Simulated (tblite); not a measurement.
# C7H10OSSi: the cost of one run

Programs: tblite 0.8.0 and PySCF 2.14.0, with density-fitted response routines of our own. Each step states its level of theory. These are calculated values for one molecule in the gas phase, unless marked as measured. Atoms count from 0, in the outputs and in this text.

**1. The starting structure**

20 atoms, charge 0, multiplicity 1; geometry from: force field or distance geometry start.

Bonds of the start (Å): C0–C1 1.49, C1–O2 1.22, C1–C3 1.50, C3–Si4 1.87, Si4–C5 1.80, C5–C6 1.37, C6–C7 1.33, C7–C8 1.36, C8–S9 1.88, S9–C5 1.85, C0–H10 1.11, C0–H11 1.11, C0–H12 1.12, C3–H13 1.12, C3–H14 1.09, Si4–H15 1.47, Si4–H16 1.49, C6–H17 1.13, C7–H18 1.13, C8–H19 1.06.

**2. Geometry optimisation with GFN2-xTB**

The job: settings as JSON, then the geometry in Å.

```
{"job": {"kind": "relax", "xc": "GFN2-xTB", "basis": "xTB"}, "charge": 0, "multiplicity": 1}
C     -3.581700     0.746200    -0.832100
C     -2.500200    -0.255600    -0.611600
O     -2.536600    -1.361000    -1.127000
C     -1.358200     0.141600     0.281300
Si    -0.109900    -1.246300     0.455600
C      1.592000    -0.712400     0.185400
C      2.125100     0.544600     0.177900
C      3.423400     0.775400    -0.023100
C      4.312100    -0.235600    -0.249100
S      3.126800    -1.696500    -0.141000
H     -3.814100     1.334600     0.083000
H     -3.185900     1.433000    -1.611100
H     -4.510900     0.252600    -1.203500
H     -1.821100     0.300300     1.286900
H     -0.949900     1.064300    -0.143900
H     -0.380800    -1.898200     1.747300
H     -0.417700    -2.234600    -0.611300
H      1.407300     1.401000     0.364800
H      3.820400     1.837100    -0.019300
H      5.355000    -0.179800    -0.421700
```

Command:

```bash
$ OMP_NUM_THREADS=1 python probes_run.py task.json out
```

One launch serves the whole session: the jobs run in the order shown.

Q: Estimate the wall time of this first job on 1 thread of Arm Neoverse N1, shared host.

About 3.9 s.
